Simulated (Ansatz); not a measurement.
# CH6OSSi2, SMILES [SiH3]OC1[SiH2]S1: a single point from an input written key by key

Program: the Ansatz DFT code, driven from Python.

The cells in order, each with its output:

In [1]:
```python
import ansatz as az
import numpy as np
```

In [2]:
```python
deck = {
    "crystal": {
        "periodic": [False, False, False],
        "atoms": [
            {"symbol": "Si", "position_ang": [-1.1537, -1.2458, 1.0798]},
            {"symbol": "O", "position_ang": [-0.5374, 0.3092, 0.8683]},
            {"symbol": "C", "position_ang": [0.7019, 0.4383, 0.1617]},
            {"symbol": "Si", "position_ang": [0.7986, 1.0589, -1.5669]},
            {"symbol": "S", "position_ang": [1.4062, 2.0077, 0.2219]},
            {"symbol": "H", "position_ang": [-2.5175, -1.0822, 1.743]},
            {"symbol": "H", "position_ang": [-0.2468, -2.055, 1.8494]},
            {"symbol": "H", "position_ang": [-1.3368, -1.7892, -0.2844]},
            {"symbol": "H", "position_ang": [1.4811, -0.3191, 0.3968]},
            {"symbol": "H", "position_ang": [1.9163, 0.8009, -2.393]},
            {"symbol": "H", "position_ang": [-0.4463, 1.8193, -2.056]},
        ],
    },
    "basis": {"gaussian": {"orbitals": "def2-SVP"}},
    "hamiltonian": {"xc": "pbe0"},
    "output": {"forces": True},
}
session = az.Session.from_dict(deck)
summary = session.plan(threads=1).execute().report
```

In [3]:
```python
print("reference energy %16.6f eV" % summary["reference_energy_ev"])
print("total energy     %16.6f eV" % summary["free_energy_ev"])
print("occupied orbitals outside the frozen core (up, down):", summary["n_occupied"], " frozen:", summary["n_frozen"], " virtual:", summary["n_virtual"])
symbols = ["Si", "O", "C", "Si", "S", "H", "H", "H", "H", "H", "H"]
field = summary["mean_field"]
print("<S^2> =", round(abs(field["state"]["spin_squared"]), 4), " all-electron relativity setting:", field["relativity"])
print("passes:", field["passes"])
if "symmetry" in field:
    print("occupied orbitals by irrep:", field["symmetry"]["occupied"])
```
```text
reference energy    -29747.229585 eV
total energy        -29747.229585 eV
occupied orbitals outside the frozen core (up, down): [32, 32]  frozen: 0  virtual: [80, 80]
<S^2> = 0.0  all-electron relativity setting: none
passes: {'evaluations': 15, 'products': 12}
occupied orbitals by irrep: [{'A': 32}, {'A': 32}]
```

In [4]:
```python
forces = np.array(summary["forces_ev_ang"])
print("largest force", round(float(np.linalg.norm(forces, axis=1).max()), 4), "eV/A, rms", round(float(np.sqrt((forces ** 2).mean())), 4))
charges = summary["charge_distribution"]
dipole = np.array(charges["dipole_moment_e_ang"]) * 4.803205
print("dipole (D): {:.3f} {:.3f} {:.3f}, length {:.3f}".format(*dipole, np.linalg.norm(dipole)))
print("atom  Mulliken   Lowdin")
for symbol, m, l in zip(symbols, charges["mulliken_charges_e"], charges["lowdin_charges_e"]):
    print(f"{symbol:4s} {m:9.3f} {l:8.3f}")
```
```text
largest force 2.9691 eV/A, rms 1.0071
dipole (D): 0.153 -2.216 -1.676, length 2.782
atom  Mulliken   Lowdin
Si       0.546    0.315
O       -0.467   -0.054
C       -0.026   -0.258
Si       0.332    0.171
S       -0.179    0.198
H       -0.075   -0.076
H       -0.085   -0.091
H       -0.098   -0.095
H        0.104    0.000
H       -0.036   -0.067
H       -0.015   -0.044
```

What to keep in mind:
- Total energies depend on the basis set; only differences at equal settings carry meaning.
- The geometry is a force-field or estimated start, not a minimum of this method, and the basis set is short of its limit.
- The Löwdin charges here are taken after orthogonalising the functions within each atom; they differ from plain Löwdin charges, and their signs can be unphysical.
- It ran for 6.2 s on 1 thread of Arm Neoverse V1 (shared host), peak memory 0.29 GiB.
